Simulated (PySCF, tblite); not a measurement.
**2-fluorobenzaldehyde: dynamics, then NMR shifts on frames**

Aim: move 2-fluorobenzaldehyde (`O=Cc1ccccc1F`) away from its starting geometry and see how NMR shifts follow the geometry.

Computed with tblite 0.8.0 and PySCF 2.14.0, with density-fitted response routines of our own, on a single molecule in the gas phase. Atoms are numbered from 0 throughout.

## (1) The molecule as given

14 atoms, charge 0, multiplicity 1; geometry from: GFN2-xTB.

Bonds of the start (Å): O0–C1 1.20, C1–C2 1.47, C2–C3 1.40, C3–C4 1.38, C4–C5 1.39, C5–C6 1.39, C6–C7 1.38, C7–F8 1.35, C7–C2 1.40, C1–H9 1.10, C3–H10 1.08, C4–H11 1.08, C5–H12 1.08, C6–H13 1.08.

## (2) A short Langevin run with GFN2-xTB

The job: settings as JSON, then the geometry in Å.

```
{"job": {"kind": "md", "xc": "GFN2-xTB", "basis": "xTB", "temperature": 600, "steps": 2000, "every": 50, "frames": 5}, "charge": 0, "multiplicity": 1}
O      2.862040    -1.330501     0.448385
C      2.321481    -0.308543     0.112797
C      0.863941    -0.121510     0.042330
C      0.001652    -1.166657     0.379891
C     -1.367068    -1.000737     0.318434
C     -1.901521     0.215546    -0.082737
C     -1.069811     1.269391    -0.423268
C      0.298809     1.089967    -0.356977
F      1.101323     2.117772    -0.689694
H      2.905429     0.584664    -0.173439
H      0.443087    -2.102505     0.688354
H     -2.022670    -1.816066     0.582246
H     -2.971796     0.346224    -0.131560
H     -1.465575     2.222482    -0.736929
```

Level: GFN2-xTB Langevin dynamics, gas phase.

Started as:

```
$ OMP_NUM_THREADS=1 python probes_run.py task.json out
```

This one command runs all jobs of the session in turn.

The log of the run:

```text
t/fs     T/K      E/eV
    0.0   464.8   -715.64558
   25.0   374.9   -715.23055
   50.0   407.4   -715.10381
   75.0   454.5   -715.26719
  100.0   407.5   -714.97923
  125.0   353.5   -714.72298
  150.0   519.2   -714.98904
  175.0   509.8   -714.90937
  200.0   478.3   -714.87120
  225.0   522.9   -714.96646
  250.0   434.1   -714.74384
  275.0   538.2   -714.80170
  300.0   398.7   -714.73263
  325.0   477.3   -714.77321
  350.0   661.5   -714.90577
  375.0   655.5   -714.96982
  400.0   622.0   -714.75993
  425.0   526.7   -714.58121
  450.0   705.1   -714.60415
  475.0   518.2   -714.34287
  500.0   737.6   -714.53723
  525.0   749.4   -714.35048
  550.0   497.4   -714.41302
  575.0   646.9   -714.63375
  600.0   738.3   -714.67011
  625.0   708.6   -714.64573
  650.0   696.7   -714.69270
  675.0   690.3   -714.66528
  700.0   678.3   -714.71821
  725.0   570.0   -714.51488
  750.0   528.5   -714.41002
  775.0   625.5   -714.78616
  800.0   624.9   -714.80165
  825.0   565.4   -714.47648
  850.0   792.1   -714.78877
  875.0   647.7   -714.43264
  900.0   642.4   -714.42696
  925.0   585.1   -714.21037
  950.0   881.8   -714.69980
  975.0   733.0   -714.89029
 1000.0   583.9   -714.79583
```

Run time: 12 s. Hardware: 1 thread of Arm Neoverse V1, shared host; peak memory 0.19 GiB.

Distance from the start (root mean square after alignment): 0 fs 0.00 Å, 200 fs 0.18 Å, 400 fs 0.17 Å, 600 fs 0.32 Å, 800 fs 0.26 Å, 1000 fs 0.19 Å.

Positions (Å) and forces (eV/Å) at 1000 fs:

```xyz
14

O     3.327   -1.038   -0.288    0.402   -1.720   -0.963
C     2.535   -0.334    0.224   -1.828    1.610    1.496
C     1.052   -0.551    0.637    0.552    1.830   -0.385
C     0.182   -1.595    0.255    0.481   -0.288    2.238
C    -1.034   -1.812    0.951    1.131    2.006   -1.109
C    -1.530   -0.710    1.640   -1.262   -1.783    1.110
C    -0.812    0.453    1.824    0.091    0.287    0.087
C     0.481    0.578    1.383    0.021   -2.258   -1.918
F     1.049    1.782    1.464    0.528   -0.219    0.209
H     2.918    0.674    0.569   -0.681   -0.294   -0.020
H     0.542   -2.465   -0.246    0.551   -0.031   -0.621
H    -1.583   -2.711    0.767   -0.223   -0.067    0.104
H    -2.482   -0.921    2.189    0.714    0.776   -0.555
H    -1.209    1.323    2.301   -0.477    0.151    0.326
```

## (3) Shielding tensors: 250 fs, PBE0/pcSseg-1

The job: settings as JSON, then the geometry in Å.

```
{"job": {"kind": "nmr", "xc": "PBE0", "basis": "pcSseg-1", "pop": false}, "charge": 0, "multiplicity": 1}
O      2.918600    -1.000800    -0.499000
C      2.109600    -0.119600    -0.305500
C      0.701500    -0.403800     0.077600
C      0.355300    -1.718400     0.272700
C     -1.000200    -1.966500     0.331100
C     -1.891100    -0.989700     0.229800
C     -1.609600     0.380100     0.010300
C     -0.283300     0.678800     0.025500
F      0.087100     1.941700    -0.026700
H      2.433500     0.880800    -0.599900
H      1.042600    -2.595700     0.510700
H     -1.206400    -2.972500     0.504200
H     -2.899400    -1.400300    -0.018100
H     -2.409100     1.099000    -0.191700
```

Level: GIAO PBE0/pcSseg-1 NMR shielding, non-relativistic, gas phase.

The log of the run:

```text
coarse grid: 12880 points
cycle   1  E = -444.0000579594  dE =  1.815e+00  |g| = 8.978e-01  |ddm| = 3.770e+00
cycle   2  E = -443.4464229855  dE =  5.536e-01  |g| = 1.874e+00  |ddm| = 3.827e+00
cycle   3  E = -444.1549217494  dE = -7.085e-01  |g| = 1.938e-01  |ddm| = 3.167e+00
cycle   4  E = -444.1617217674  dE = -6.800e-03  |g| = 8.724e-02  |ddm| = 2.825e-01
cycle   5  E = -444.1629641394  dE = -1.242e-03  |g| = 2.337e-02  |ddm| = 8.904e-02
cycle   6  E = -444.1630908791  dE = -1.267e-04  |g| = 7.994e-03  |ddm| = 3.016e-02
cycle   7  E = -444.1631040567  dE = -1.318e-05  |g| = 2.498e-03  |ddm| = 8.754e-03
cycle   8  E = -444.1631054554  dE = -1.399e-06  |g| = 8.134e-04  |ddm| = 3.223e-03
final grid: 128128 points
cycle   9  E = -444.2328605382  dE = -1.786e-05  |g| = 1.189e-02  |ddm| = 4.152e-02
cycle  10  E = -444.2327829332  dE =  7.761e-05  |g| = 2.349e-02  |ddm| = 3.699e-02
cycle  11  E = -444.2328884448  dE = -1.055e-04  |g| = 2.019e-03  |ddm| = 2.581e-02
cycle  12  E = -444.2328893195  dE = -8.747e-07  |g| = 4.278e-04  |ddm| = 2.246e-03
cycle  13  E = -444.2328893541  dE = -3.464e-08  |g| = 1.554e-04  |ddm| = 5.951e-04
cycle  14  E = -444.2328893596  dE = -5.452e-09  |g| = 4.225e-05  |ddm| = 2.120e-04
cycle  15  E = -444.2328893600  dE = -3.976e-10  |g| = 1.530e-05  |ddm| = 5.024e-05
converged SCF energy = -444.2328893600

GIAO shielding tensors (ppm)
atom      isotropic    diamagn.    paramagn.     s11        s22        s33       span
  0 O     -370.627     396.394    -767.021  -1073.933   -438.552    400.603   1474.536
  1 C       -8.665     240.938    -249.603   -101.900    -25.527    101.431    203.330
  2 C       50.605     263.234    -212.629     -9.406     12.102    149.119    158.525
  3 C       45.048     252.648    -207.600    -66.556     26.868    174.832    241.388
  4 C       58.676     256.593    -197.917    -55.725     50.205    181.548    237.272
  5 C       52.542     252.645    -200.103    -49.498     30.663    176.461    225.959
  6 C       65.129     257.571    -192.442    -21.125     49.047    167.465    188.590
  7 C       11.378     246.399    -235.021    -70.531     17.865     86.800    157.331
  8 F      292.031     475.328    -183.297    204.649    258.046    413.397    208.749
  9 H       21.231      28.291      -7.060     17.659     21.906     24.128      6.469
 10 H       22.094      29.793      -7.700     18.437     22.638     25.205      6.769
 11 H       24.725      31.436      -6.711     21.094     24.290     28.792      7.697
 12 H       23.891      27.382      -3.491     19.443     25.559     26.672      7.229
 13 H       23.835      29.979      -6.143     20.786     24.080     26.640      5.854
```

Wall time 27 s (1 thread of Arm Neoverse V1, shared host); peak memory 0.81 GiB.

The references, computed at this level on geometries of the same kind, shield at (ppm): 1H TMS 31.72, 13C TMS 186.9, 19F CFCl3 170.9, 17O H2O 336.1. Their shielding less the atom's gives the shift. The references are single molecules in the gas phase, so shifts against H2O, NH3, PH3, H3PO4 or CFCl3 are not on the usual liquid scales and can be off by tens of ppm. Each atom is listed at this fixed geometry, with no averaging over motion; a spectrum would average atoms that exchange fast.

```csv
atoms,environment,σ (ppm),δ (ppm)
C1,aldehyde carbonyl carbon,-8.7,195.6
C7,aromatic carbon bearing fluorine,11.4,175.5
C3,aromatic CH,45.0,141.9
C2,substituted aromatic carbon,50.6,136.3
C5,aromatic CH,52.5,134.4
C4,aromatic CH,58.7,128.2
C6,aromatic CH,65.1,121.8
H9,hydrogen on an aldehyde carbonyl carbon,21.23,10.49
H10,hydrogen on an aromatic CH,22.09,9.62
H13,hydrogen on an aromatic CH,23.84,7.88
H12,hydrogen on an aromatic CH,23.89,7.83
H11,hydrogen on an aromatic CH,24.73,6.99
O0,aldehyde oxygen,-370.6,706.7
F8,aryl fluorine,292.0,-121.1
```

Ring of atoms C2, C3, C4, C5, C6, C7: NICS(0) -9.3, NICS(1) -10.7, NICS(1)zz -25.6 ppm (means of both faces).

The fields below are evaluated on a grid from the run's orbitals.

Frontier orbitals at PBE0/pcSseg-1, with the share of their density that lies nearest to each atom:

```
orbital  energy (eV)                                   lies on
   HOMO        -7.49                  O0 68 %; H9 13 %; C2 9 %
   LUMO        -2.06  C1 19 %; O0 17 %; C3, C5 about 14 % each
```

ELF in a plane through or near 12 of the atoms.

Ten even steps from '0' (0.00) to '9' (1.00):
```
0000000000000000000000000000
0000000000000000000000000000
0000000000000000000000000000
0000000000134420013300000000
0000000002688750089992000000
0000001002788730399995000000
0000299800256546599981000000
0000699971024129237620000000
0000189985359646468522200000
0000015334813620452499960000
0002446515824620545499980000
0014785752168457377479950000
0002688972053258226200000000
0000367850299755799810000000
0000012300699831899960000000
0000000000799710799940000000
0000000000144100044200000000
0000000000000000000000000000
0000000000000000000000000000
0000000000000000000000000000
```
The map spans 11.1 Å across and 10.0 Å up, centred on the molecule. Atoms in the plane (x, y in Å): O0 (-2.9, -0.9), C1 (-2.3, 0.1), C2 (-0.8, 0.0), C3 (-0.2, -1.2), C4 (1.1, -1.2), C5 (1.8, -0.1), C6 (1.3, 1.2), C7 (-0.1, 1.3), H9 (-2.8, 1.0), H11 (1.6, -2.2), H12 (2.9, -0.2), H13 (1.9, 2.1).

On the surface of density 0.002 e/bohr³ the electrostatic potential runs, from the 1st to the 99th percentile, from -1.63 V near O0 to 1.25 V near H13.

## (4) Nuclear shieldings: 425 fs, PBE0/pcSseg-1

The job: settings as JSON, then the geometry in Å.

```
{"job": {"kind": "nmr", "xc": "PBE0", "basis": "pcSseg-1", "pop": false}, "charge": 0, "multiplicity": 1}
O      2.998600    -0.910400    -0.887500
C      2.097100    -0.104900    -0.614800
C      0.741000    -0.479900    -0.033400
C      0.371000    -1.827400    -0.041800
C     -0.796900    -2.157000     0.618100
C     -1.612900    -1.096000     1.252300
C     -1.336600     0.239700     1.009000
C     -0.158900     0.508600     0.352900
F      0.170300     1.786100    -0.049700
H      2.304800     0.870200    -0.972100
H      1.051100    -2.508000    -0.503800
H     -1.294700    -3.070000     0.729800
H     -2.434100    -1.489600     1.863300
H     -1.724900     1.203300     1.583200
```

Level: GIAO PBE0/pcSseg-1 NMR shielding, non-relativistic, gas phase.

The log of the run:

```text
coarse grid: 12880 points
cycle   1  E = -443.9994769884  dE =  1.527e+00  |g| = 8.818e-01  |ddm| = 3.730e+00
cycle   2  E = -443.3833325003  dE =  6.161e-01  |g| = 1.938e+00  |ddm| = 3.607e+00
cycle   3  E = -444.1482888380  dE = -7.650e-01  |g| = 1.958e-01  |ddm| = 3.014e+00
cycle   4  E = -444.1548176971  dE = -6.529e-03  |g| = 9.940e-02  |ddm| = 2.945e-01
cycle   5  E = -444.1563828359  dE = -1.565e-03  |g| = 2.536e-02  |ddm| = 9.556e-02
cycle   6  E = -444.1565158274  dE = -1.330e-04  |g| = 9.002e-03  |ddm| = 3.158e-02
cycle   7  E = -444.1565326681  dE = -1.684e-05  |g| = 3.085e-03  |ddm| = 9.631e-03
cycle   8  E = -444.1565348967  dE = -2.229e-06  |g| = 1.047e-03  |ddm| = 3.962e-03
final grid: 128128 points
cycle   9  E = -444.2280540701  dE = -1.490e-05  |g| = 1.353e-02  |ddm| = 3.781e-02
cycle  10  E = -444.2279415314  dE =  1.125e-04  |g| = 2.786e-02  |ddm| = 4.025e-02
cycle  11  E = -444.2280898696  dE = -1.483e-04  |g| = 2.511e-03  |ddm| = 2.827e-02
cycle  12  E = -444.2280912140  dE = -1.344e-06  |g| = 5.109e-04  |ddm| = 2.639e-03
cycle  13  E = -444.2280912572  dE = -4.313e-08  |g| = 1.713e-04  |ddm| = 6.714e-04
cycle  14  E = -444.2280912631  dE = -5.918e-09  |g| = 4.660e-05  |ddm| = 2.173e-04
cycle  15  E = -444.2280912635  dE = -4.565e-10  |g| = 1.987e-05  |ddm| = 5.551e-05
converged SCF energy = -444.2280912635

GIAO shielding tensors (ppm)
atom      isotropic    diamagn.    paramagn.     s11        s22        s33       span
  0 O     -431.114     395.819    -826.933  -1194.646   -502.889    404.195   1598.841
  1 C      -22.945     241.131    -264.076   -122.809    -46.869    100.843    223.652
  2 C       54.021     264.649    -210.628    -13.134     17.762    157.435    170.569
  3 C       54.550     248.372    -193.822    -44.942     23.348    185.245    230.186
  4 C       47.379     253.568    -206.188    -63.352     28.383    177.107    240.459
  5 C       31.957     255.998    -224.041    -84.844     16.289    164.426    249.270
  6 C       65.096     255.837    -190.741    -12.515     46.094    161.710    174.225
  7 C        7.447     249.205    -241.758    -71.195     16.366     77.171    148.366
  8 F      278.943     476.788    -197.845    184.382    296.908    355.540    171.158
  9 H       20.961      29.647      -8.686     17.505     19.922     25.456      7.951
 10 H       23.327      31.436      -8.109     19.743     24.055     26.183      6.439
 11 H       24.096      30.501      -6.405     21.355     22.940     27.991      6.635
 12 H       23.128      28.964      -5.836     20.416     22.548     26.420      6.004
 13 H       22.449      26.608      -4.159     18.809     23.381     25.158      6.349
```

It took 21 s on 1 thread of Arm Neoverse V1, shared host; peak memory 0.81 GiB.

In short: δ C1 209.9, C7 179.5, C5 155.0, C4 139.5, H9 10.76, H13 9.27 ppm.

[end of part 1 of 2]
